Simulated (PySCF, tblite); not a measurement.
**C4H7N3O: geometry, infrared bands and NMR shifts**

Wanted: the infrared bands and NMR shifts of C4H7N3O (`COc1cnn(C)n1`), by calculation.

Programs: tblite 0.8.0 and PySCF 2.14.0, with density-fitted response routines of our own. Each step states its level of theory. These are calculated values for one molecule in the gas phase, unless marked as measured. Atoms are numbered from 0 throughout.

## 1. The starting structure

15 atoms, charge 0, multiplicity 1; geometry from: force field or distance geometry start.

Bonds of the start (Å): C0–O1 1.44, O1–C2 1.40, C2–C3 1.38, C3–N4 1.35, N4–N5 1.32, N5–C6 1.45, N5–N7 1.31, N7–C2 1.35, C0–H8 1.12, C0–H9 1.10, C0–H10 1.10, C3–H11 1.07, C6–H12 1.11, C6–H13 1.12, C6–H14 1.13.

## 2. Optimising the geometry with GFN2-xTB

The job: settings as JSON, then the geometry in Å.

```
{"job": {"kind": "relax", "xc": "GFN2-xTB", "basis": "xTB"}, "charge": 0, "multiplicity": 1}
C     -2.584500    -0.890800    -0.303800
O     -2.166000     0.467200    -0.088400
C     -0.785400     0.677300     0.048200
C     -0.110000     1.866400     0.252600
N      1.188400     1.502000     0.304600
N      1.337800     0.205500     0.117400
C      2.599300    -0.514200     0.096200
N      0.141700    -0.307300    -0.031800
H     -1.870300    -1.265600    -1.087800
H     -3.626500    -0.962600    -0.648500
H     -2.382200    -1.487400     0.602100
H     -0.536000     2.844100     0.377200
H      3.368900     0.201000    -0.249600
H      2.552300    -1.438600    -0.536100
H      2.868200    -0.889100     1.125900
```

Launch:

```
> OMP_NUM_THREADS=1 python probes_run.py task.json out
```

This one command runs all jobs of the session in turn.

**Question.** This job is followed by: GFN2-xTB harmonic vibrations, gas phase; GIAO PBE0/pcSseg-1 NMR shielding, non-relativistic, gas phase. What will the session give for the following? strongest single infrared mode (GFN2-xTB); zero-point energy (GFN2-xTB); 13C shifts against TMS (PBE0/pcSseg-1); 1H shifts against TMS (PBE0/pcSseg-1, means over atoms taken as alike); 17O shifts against H2O (PBE0/pcSseg-1); 15N shifts against NH3 (PBE0/pcSseg-1).

The runs gave:

| quantity | value |
| --- | --- |
| strongest single infrared mode (GFN2-xTB) | 1554 cm⁻¹, 266 km/mol |
| zero-point energy (GFN2-xTB) | 72.7 kcal/mol |
| 13C shifts against TMS (PBE0/pcSseg-1) | 169.2, 123.3, 57.8, 41.7 ppm |
| 1H shifts against TMS (PBE0/pcSseg-1, means over atoms taken as alike) | 7.06, 4.10, 4.07 ppm |
| 17O shifts against H2O (PBE0/pcSseg-1) | 76.4 ppm |
| 15N shifts against NH3 (PBE0/pcSseg-1) | 371.6, 322.2, 246.1 ppm |

**Reading.** The optimisation took 60 steps and gained 0.654 eV; among the close pairs (by a distance rule), O1–C2 changed most, from 1.403 to 1.338 Å. The lowest mode is imaginary (20i cm⁻¹), so the xTB geometry is not a minimum. The strongest single mode, at 1554 cm⁻¹, moves mainly C2. GFN2-xTB is a fitted tight-binding method: band positions and strengths are rough. Its intensities can rank the bands wrongly. At PBE0/pcSseg-1: Shielding is most anisotropic at N4 (span 491 ppm, paramagnetic term -429 ppm). NICS(1)zz of -30 ppm above the planar ring from C2 marks a diatropic (aromatic) ring current.
